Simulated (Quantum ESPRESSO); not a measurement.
Wanted: the native input for a Quantum ESPRESSO 7.5 run.

```yaml
Task: projected density of states
Functional: vdW-DF-C09
Potentials_or_basis: GBRV 1.5 PBEsol
Cutoff: 612 eV
Density_cutoff: 4898 eV
k_mesh: 11 × 11 × 7
Occupations: cold, width 0.2 eV
Spin: no spin polarisation
Mixing_beta: 0.5
Most_SCF_iterations: 120
SCF_threshold: 4e-10 Ry
Dos_occupations: tetrahedra_opt
```

The system is NbW.

```
Nb W
1.0
     2.80065    0.00000    0.00000
    -1.40033    2.42543    0.00000
     0.00000    0.00000    3.99328
Nb W
1 1
Cartesian
  0.0000 1.6170 0.0000
  1.4003 0.8085 1.9966
```

The cell was built by a generator and needn't be a form met in nature.

These files were run (other wordings do the same):

pw.in

```
&CONTROL
  calculation = 'scf'
  prefix = 'pwscf'
  outdir = './tmp'
  pseudo_dir = './pseudo'
  tprnfor = .true.
  tstress = .true.
  disk_io = 'low'
/
&SYSTEM
  ibrav = 0
  A = 2.80065031
  nat = 2
  ntyp = 2
  ecutwfc = 45
  ecutrho = 360
  nbnd = 21
  input_dft = 'vdw-df-c09'
  occupations = 'smearing'
  smearing = 'mv'
  degauss = 0.01469973
/
&ELECTRONS
  conv_thr = 4d-10
  electron_maxstep = 120
  mixing_beta = 0.5
/
ATOMIC_SPECIES
Nb    92.9064 nb_pbesol_v1.uspp.F.UPF
W    183.8400 w_pbesol_v1.2.uspp.F.UPF
CELL_PARAMETERS alat
   1.0000000000    0.0000000000    0.0000000000
  -0.4999999982    0.8660254018    0.0000000000
   0.0000000000    0.0000000000    1.4258405577
ATOMIC_POSITIONS alat
Nb    -0.0000000038    0.5773502707    0.0000000000
W      0.5000000056    0.2886751310    0.7129202789
K_POINTS automatic
11 11 7 0 0 0
```

nscf.in

```
&CONTROL
  calculation = 'nscf'
  prefix = 'pwscf'
  outdir = './tmp'
  pseudo_dir = './pseudo'
  disk_io = 'low'
/
&SYSTEM
  ibrav = 0
  A = 2.80065031
  nat = 2
  ntyp = 2
  ecutwfc = 45
  ecutrho = 360
  nbnd = 21
  input_dft = 'vdw-df-c09'
  occupations = 'tetrahedra_opt'
/
&ELECTRONS
  conv_thr = 1d-08
  electron_maxstep = 120
  mixing_beta = 0.5
/
ATOMIC_SPECIES
Nb    92.9064 nb_pbesol_v1.uspp.F.UPF
W    183.8400 w_pbesol_v1.2.uspp.F.UPF
CELL_PARAMETERS alat
   1.0000000000    0.0000000000    0.0000000000
  -0.4999999982    0.8660254018    0.0000000000
   0.0000000000    0.0000000000    1.4258405577
ATOMIC_POSITIONS alat
Nb    -0.0000000038    0.5773502707    0.0000000000
W      0.5000000056    0.2886751310    0.7129202789
K_POINTS automatic
17 17 11 0 0 0
```

projwfc.in

```
&PROJWFC
  prefix = 'pwscf'
  outdir = './tmp'
  filpdos = 'p'
  Emin = 11
  Emax = 36
  DeltaE = 0.05
/
```

Potentials or basis: GBRV 1.5 PBEsol.

Command:

```console
$ OMP_NUM_THREADS=1 pw.x -in pw.in > pw.out
$ OMP_NUM_THREADS=1 pw.x -in nscf.in > nscf.out
$ OMP_NUM_THREADS=1 projwfc.x -in projwfc.in > projwfc.out
```

Results of the run:

```
Pressure               : 74.5 GPa
Band gap on the k mesh : none (metal or under the smearing width)
```

Caveat: the potentials were made for another functional, which shifts forces and pressure; a pressure of tens of GPa on the cell as given is suspect, and the run, the potentials or the cell itself is likely at fault.

Wall time 4.6 min on 1 thread of Intel(R) Xeon(R) Platinum 8488C (Sapphire Rapids), on a shared host, peak memory 0.2 GiB.
